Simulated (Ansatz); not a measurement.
A run of Ansatz 0.2.0:

File input.yaml:

```yaml
crystal:
  lattice:
    - [2.556191014, 0.0, 0.0]
    - [-1.278095507, 2.213726355, 0.0]
    - [0.0, 0.0, 25.4356061156]
  atoms:
    - { symbol: Cu, position: [0.6666666667, 0.3333333333, 0.2948622481] }
    - { symbol: Cu, position: [0.3333333333, 0.6666666667, 0.3769173488] }
    - { symbol: Cu, position: [0.0, 0.0, 0.4589724496] }
    - { symbol: Cu, position: [0.6666666667, 0.3333333333, 0.5410275504] }
    - { symbol: Cu, position: [0.3333333333, 0.6666666667, 0.6230826512] }
    - { symbol: Cu, position: [0.0, 0.0, 0.7051377519] }
hamiltonian:
  xc: pbe
  pseudopotentials: { kind: paw, level: accurate }
kpoints:
  mp_grid: { grid: [12, 12, 1] }
scf:
  occupations: { method: fermi_dirac, width: 0.05 }
output:
  forces: true
  eigenvalues: true
relax:
  f_tol: 0.02
  max_steps: 40
  constraints: [{ sites: [0, 1, 2] }]
efield:
  axis: 3
  dipole_correction: true
  ramp_width: 0.04
```

Potentials or basis: Ansatz PAW earlier set.

Run with:

```sh
$ ansatz run input.yaml --threads 4 --pin off --max-ram 11264MiB --backend cpu --events-out ev --progress --plain --runs-dir out
```

Hardware: 4 threads of AMD EPYC 9R45 96-Core Processor (Zen 5), on a shared host.

How long does it take, and how much memory?

Wall time 23 s on 4 threads of AMD EPYC 9R45 96-Core Processor (Zen 5) (shared host), peak memory 1.5 GiB. Counts: scf iterations 22, plane waves 11115, k points 19, bands 69, ion steps 3.
